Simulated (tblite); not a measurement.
# GFN2-xTB run of Si2NH7O2 (SMILES O[SiH2]N[SiH2]O)

Aim: the electronic atomisation energy of Si2NH7O2 at GFN2-xTB, from 5 runs. 

The results are computed with tblite 0.8.0.

20 further runs of the same task are left out: 20 set aside as unsound or not needed.

### 1 The structure to begin with

Si2NH7O2: 12 atoms, total charge 0, spin state singlet. SMILES: `O[SiH2]N[SiH2]O`. Geometry: optimised at GFN2-xTB. This is a higher conformer, about 10 kJ/mol above the lowest found by a separate search.

Bond lengths: O1–Si2 1.626 Å, Si2–N3 1.732 Å, N3–Si4 1.732 Å, Si4–O5 1.626 Å, O1–H6 0.953 Å, Si2–H7 1.457 Å, Si2–H8 1.460 Å, N3–H9 1.010 Å, Si4–H10 1.460 Å, Si4–H11 1.457 Å, O5–H12 0.953 Å. Some angles: O1–Si2–N3 109.2°, Si2–N3–Si4 127.5°, N3–Si4–O5 109.2°, O1–Si2–H7 101.1°, O1–Si2–H8 112.1°, N3–Si2–H7 114.6°, N3–Si2–H8 105.6°, Si2–O1–H6 121.0°, Si2–N3–H9 113.7°, Si4–N3–H9 113.7°.

### 2 Vibrational wavenumbers at GFN2-xTB

molecule.xyz reads:

```xyz
12

O     -2.272224    -1.617782    -0.203365
Si    -0.684554    -1.460809     0.112787
N     -0.188079     0.157737    -0.252386
Si     1.355724     0.881370     0.051599
O      1.289033     2.462376    -0.324056
H     -2.913407    -1.040462     0.202393
H     -0.122603    -2.480223    -0.763667
H     -0.383964    -1.653197     1.528771
H     -0.682306     0.567786    -1.031818
H      1.618408     0.664236     1.471513
H      2.422437     0.428825    -0.831641
H      0.638634     3.034843     0.073771
```

script.py reads:

```python
"""GFN2-xTB harmonic vibrations"""
import json
import numpy as np
from tblite.interface import Calculator
from tblite.interface import symbols_to_numbers
from ase.data import atomic_masses

symbols = list(map(str, np.loadtxt("molecule.xyz", skiprows=2, usecols=0, dtype=str, ndmin=1)))
numbers = np.array(symbols_to_numbers(symbols))
positions = np.loadtxt("molecule.xyz", skiprows=2, usecols=(1, 2, 3), ndmin=2) / 0.52917721

calc = Calculator("GFN2-xTB", numbers, positions, charge=0, uhf=0)
calc.set("verbosity", 0)
calc.set("accuracy", 0.01)
sp = calc.singlepoint()
h = 0.005  # bohr
n = positions.size
H, D = np.zeros((n, n)), np.zeros((n, 3))
for a in range(n):
    g, d = [], []
    for sign in (1, -1):
        x = positions.ravel().copy()
        x[a] += sign * h
        calc.update(x.reshape(-1, 3))
        y = calc.singlepoint()
        g.append(y.get('gradient').ravel())
        d.append(y.get('dipole'))
    H[a], D[a] = (g[0] - g[1]) / (2 * h), (d[0] - d[1]) / (2 * h)
mass = np.repeat(atomic_masses[numbers], 3)
H = (H + H.T) / 2 / np.sqrt(np.outer(mass, mass))
# project out translations and rotations
com = positions - atomic_masses[numbers] @ positions / atomic_masses[numbers].sum()
T = [np.tile(v, len(numbers)) for v in np.eye(3)] + [np.cross(com, v).ravel() for v in np.eye(3)]
U, sv, _ = np.linalg.svd((np.array(T) * np.sqrt(mass)).T)
Q = U[:, (sv > 1e-3 * sv.max()).sum():]
w, V = np.linalg.eigh(Q.T @ H @ Q)
freq = np.sign(w) * np.sqrt(np.abs(w)) * 5140.487
inten = (((Q @ V).T / np.sqrt(mass)) @ D) ** 2
inten = inten.sum(axis=1) * 974.88
print(f"E = {sp.get('energy'):.8f} Eh, max gradient {np.abs(sp.get('gradient')).max():.2e} Eh/bohr")
print("mode   frequency/cm^-1   IR/(km/mol)")
for i, (v, s) in enumerate(zip(freq, inten), 1):
    print(f"{i:4d} {v:14.2f} {s:14.3f}")
zpe = freq[freq > 0].sum() / 2 / 219474.63
print(f"imaginary modes: {(freq < -10).sum()}, zero-point energy {zpe:.6f} Eh = {zpe * 27.211386:.4f} eV")
out = {k: np.asarray(sp.get(k)).tolist() for k in ("energy", "gradient", "charges", "dipole", "orbital-energies", "orbital-occupations")}
out.update(symbols=symbols, positions=(positions * 0.529177210903).tolist(), frequencies=freq.tolist(), intensities=inten.tolist(), zpe=zpe)
json.dump(out, open("results.json", "w"))
```

Launch:

```console
$ python script.py
```

The program printed:

```text
E = -18.23361169 Eh, max gradient 2.96e-05 Eh/bohr
mode   frequency/cm^-1   IR/(km/mol)
   1          42.29          0.066
   2          72.08          1.819
   3         126.54          4.265
   4         223.88         24.716
   5         224.92         23.623
   6         276.70         67.391
   7         287.92        159.651
   8         441.66         55.801
   9         522.00         24.032
  10         551.97        243.775
  11         581.17          0.828
  12         619.97          5.098
  13         720.78        133.397
  14         737.99        266.329
  15         757.84         38.343
  16         774.43        281.773
  17         801.72        466.106
  18         802.01        461.179
  19         831.07         78.011
  20         877.67        104.495
  21         905.59        146.254
  22         983.45        306.106
  23        1196.17        328.541
  24        2258.61          7.279
  25        2275.14        801.642
  26        2299.63         71.834
  27        2310.98        363.511
  28        3442.94          1.946
  29        3668.20          4.350
  30        3670.63         17.272
imaginary modes: 0, zero-point energy 0.075831 Eh = 2.0635 eV
```

It took 1.7 s on 1 thread of Intel Xeon at 2.50GHz (Skylake/Cascade Lake), shared host.

### 3 The H atom: the energy at GFN2-xTB

script.py reads:

```python
import json
import numpy as np
from tblite.interface import Calculator

symbols = ["H"]
numbers = np.array([1])
positions = np.array([  # bohr
    [0.000000, 0.000000, 0.000000],
])

calc = Calculator("GFN2-xTB", numbers, positions, charge=0, uhf=1)
calc.set("verbosity", 0)
calc.set("accuracy", 0.1)
calc.add("spin-polarization", 1.0)
result = calc.singlepoint()

print(f"Energy: {result.get('energy'):.8f} Eh")
eps = np.atleast_2d(result.get("orbital-energies")) * 27.211386
occ = np.atleast_2d(result.get("orbital-occupations"))
filled = occ.sum(axis=0) if eps.shape[0] == 1 else occ[0]
homo = np.nonzero(filled > 0.5)[0].max()
print(f"HOMO {eps[0, homo]:.4f} eV")
if homo + 1 < eps.shape[1]:
    print(f"LUMO {eps[0, homo + 1]:.4f} eV, gap {eps[0, homo + 1] - eps[0, homo]:.4f} eV")
mu = result.get("dipole") * 2.541746
print(f"|mu|: {np.linalg.norm(mu):.4f} D, components " + " ".join(f"{c:.4f}" for c in mu))
q = result.get("charges")
print("Charges:", " ".join(f"{s}{i + 1}={c:+.4f}" for i, (s, c) in enumerate(zip(symbols, q))))
out = {k: np.asarray(result.get(k)).tolist() for k in ("energy", "gradient", "charges", "dipole", "orbital-energies", "orbital-occupations")}
out.update(symbols=symbols, positions=(positions * 0.529177210903).tolist())
json.dump(out, open("results.json", "w"))
```

Run the same way, it converges to -0.42930 Eh (log not shown).

### 4 The N atom: the energy at GFN2-xTB

script.py reads:

```python
import json
import numpy as np
from ase import Atoms
from tblite.ase import TBLite
from ase.units import kcal, mol as mol_
from ase.units import Debye

mol = Atoms(
    symbols=["N"],
    positions=[
        [0.000000, 0.000000, 0.000000],
    ],
)
start = mol.get_positions()

mol.calc = TBLite(
    method="GFN2-xTB",
    charge=0,
    multiplicity=4,
    accuracy=0.1,
    spin_polarization=1.0,
    verbosity=0,
)
print(f"Energy: {mol.get_potential_energy() / (kcal / mol_):.6f} kcal/mol")
print(f"Dipole: {np.linalg.norm(mol.get_dipole_moment()) / Debye:.4f} D")
print("Charges:", np.round(mol.get_charges(), 4))
json.dump(dict(energy=mol.get_potential_energy(), forces=mol.get_forces().tolist(), dipole=mol.get_dipole_moment().tolist(), charges=mol.get_charges().tolist(),
               symbols=mol.get_chemical_symbols(), start=start.tolist(), final=mol.positions.tolist()), open("results.json", "w"))
```

Launch:

```console
$ python script.py
```

The program printed:

```text
Energy: -1707.044871 kcal/mol
Dipole: 0.0000 D
Charges: [0.]
```

Wall time 0.4 s (1 thread of Intel Xeon at 2.50GHz (Skylake/Cascade Lake), shared host).

### 5 The O atom: a single-point energy at GFN2-xTB

molecule.xyz reads:

```xyz
1

O      0.000000     0.000000     0.000000
```

xtb_job.py reads:

```python
import json
import numpy as np
from tblite.interface import Calculator
from tblite.interface import symbols_to_numbers

symbols = list(map(str, np.loadtxt("molecule.xyz", skiprows=2, usecols=0, dtype=str, ndmin=1)))
numbers = np.array(symbols_to_numbers(symbols))
positions = np.loadtxt("molecule.xyz", skiprows=2, usecols=(1, 2, 3), ndmin=2) / 0.5291772

tb = Calculator("GFN2-xTB", numbers, positions, charge=0, uhf=2)
tb.set("verbosity", 0)
tb.set("accuracy", 0.1)
tb.add("spin-polarization", 1.0)
result = tb.singlepoint()

print(f"Total energy: {result.get('energy') * 627.5095:.8f} kcal/mol")
eps = np.atleast_2d(result.get("orbital-energies")) * 27.211386
occ = np.atleast_2d(result.get("orbital-occupations"))
filled = occ.sum(axis=0) if eps.shape[0] == 1 else occ[0]
homo = np.nonzero(filled > 0.5)[0].max()
print(f"HOMO {eps[0, homo]:.4f} eV")
if homo + 1 < eps.shape[1]:
    print(f"LUMO {eps[0, homo + 1]:.4f} eV, gap {eps[0, homo + 1] - eps[0, homo]:.4f} eV")
mu = result.get("dipole") * 2.541746
print(f"Dipole moment: {np.linalg.norm(mu):.4f} D, components " + " ".join(f"{c:.4f}" for c in mu))
q = result.get("charges")
print("Charges:", " ".join(f"{s}{i + 1}={c:+.4f}" for i, (s, c) in enumerate(zip(symbols, q))))
out = {k: np.asarray(result.get(k)).tolist() for k in ("energy", "gradient", "charges", "dipole", "orbital-energies", "orbital-occupations")}
out.update(symbols=symbols, positions=(positions * 0.529177210903).tolist())
json.dump(out, open("results.json", "w"))
```

Run the same way, it converges to -3.82331 Eh (log not shown).

### 6 The Si atom: a single-point energy at GFN2-xTB

job.py reads:

```python
# GFN2-xTB single point
import json
import numpy as np
from tblite.interface import Calculator
from tblite.interface import symbols_to_numbers

geometry = """
Si     0.000000     0.000000     0.000000
"""
lines = [l.split() for l in geometry.strip().splitlines()]
symbols = [l[0] for l in lines]
numbers = np.array(symbols_to_numbers(symbols))
positions = np.array([l[1:4] for l in lines], float) / 0.5291772

calc = Calculator("GFN2-xTB", numbers, positions, charge=0, uhf=2)
calc.set("accuracy", 0.1)
calc.add("spin-polarization", 1.0)
wfn = calc.singlepoint()

print(f"E(total): {wfn.get('energy'):.8f} Eh")
eps = np.atleast_2d(wfn.get("orbital-energies")) * 27.211386
occ = np.atleast_2d(wfn.get("orbital-occupations"))
filled = occ.sum(axis=0) if eps.shape[0] == 1 else occ[0]
homo = np.nonzero(filled > 0.5)[0].max()
print(f"HOMO {eps[0, homo]:.4f} eV")
if homo + 1 < eps.shape[1]:
    print(f"LUMO {eps[0, homo + 1]:.4f} eV, gap {eps[0, homo + 1] - eps[0, homo]:.4f} eV")
mu = wfn.get("dipole") * 2.541746
print(f"dipole: {np.linalg.norm(mu):.4f} D, components " + " ".join(f"{c:.4f}" for c in mu))
q = wfn.get("charges")
print("Charges:", " ".join(f"{s}{i + 1}={c:+.4f}" for i, (s, c) in enumerate(zip(symbols, q))))
out = {k: np.asarray(wfn.get(k)).tolist() for k in ("energy", "gradient", "charges", "dipole", "orbital-energies", "orbital-occupations")}
out.update(symbols=symbols, positions=(positions * 0.529177210903).tolist())
json.dump(out, open("results.json", "w"))
```

Run the same way, it converges to -1.59836 Eh (log not shown).

### 7 Outcome

Level: GFN2-xTB.

```
                                      quantity         value
                        molecule: total energy  -18.23361 Eh
                       molecule: dipole moment        2.38 D
                         molecule: HOMO energy     -10.19 eV
                         molecule: LUMO energy      -4.36 eV
                       molecule: HOMO–LUMO gap       5.84 eV
            molecule: largest force on an atom    0.002 eV/Å
          molecule: lowest harmonic wavenumber       42 cm⁻¹
         molecule: highest harmonic wavenumber     3671 cm⁻¹
                   molecule: zero-point energy  199.1 kJ/mol
                          H atom: total energy   -0.42930 Eh
                         H atom: dipole moment        0.00 D
 H atom: HOMO energy (as the program lists it)     -12.66 eV
              H atom: largest force on an atom    0.000 eV/Å
                          N atom: total energy   -2.72035 Eh
                         N atom: dipole moment        0.00 D
              N atom: largest force on an atom    0.000 eV/Å
                          O atom: total energy   -3.82331 Eh
                         O atom: dipole moment        0.00 D
 O atom: HOMO energy (as the program lists it)     -17.02 eV
              O atom: largest force on an atom    0.000 eV/Å
                         Si atom: total energy   -1.59836 Eh
                        Si atom: dipole moment        0.00 D
Si atom: HOMO energy (as the program lists it)      -5.62 eV
Si atom: LUMO energy (as the program lists it)       0.28 eV
             Si atom: largest force on an atom    0.000 eV/Å
                 electronic atomisation energy     45.303 eV
```

What this shows: Taking the molecule apart into free atoms costs 45.30 eV (1045 kcal/mol), before zero-point energy and without spin-orbit coupling. Tight-binding and semi-empirical models aren't fitted to free atoms, so this value can be far from the true one. All 30 modes (molecule) are real, so the shape is a minimum at this level.
